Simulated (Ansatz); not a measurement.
Here is an Ansatz 0.2.0 calculation.

Contents of input.yaml:

```yaml
crystal:
  lattice:
    - [4.37464, 0.0, 0.0]
    - [-2.18732, 3.78855, 0.0]
    - [0.0, 0.0, 2.56101]
  atoms:
    - { symbol: Ti, position: [0.0, 0.0, 0.0] }
    - { symbol: Si, position: [0.33333, 0.66667, 0.5] }
    - { symbol: Si, position: [0.66667, 0.33333, 0.5] }
kpoints:
  mp_grid: { grid: [6, 6, 8] }
scf:
  occupations: { method: fermi_dirac, width: 0.05 }
hamiltonian:
  xc: lda
  pseudopotentials: { kind: all_electron, lapw: { basis_error: 0.002 } }
output:
  forces: true
  stress: true
relax:
  f_tol: 0.02
  max_steps: 60
  cell: {}
```

Potentials or basis: all-electron LAPW, scalar-relativistic.

Launch:

```console
$ ansatz run input.yaml --threads 2 --pin off --max-ram 6144MiB --backend cpu --events-out ev --progress --plain --runs-dir out
```

(1) What does it give for the space group after relaxing (to 0.05 Å)?

(2) Estimate the relaxed cell.

(3) Predict the relaxed volume.

Results:

(1) P6/mmm (No. 191).

(2) a = 4.284 Å, b = 4.284 Å, c = 2.523 Å, α = 90.00°, β = 90.00°, γ = 120.00°.

(3) 13.37 Å³/atom.
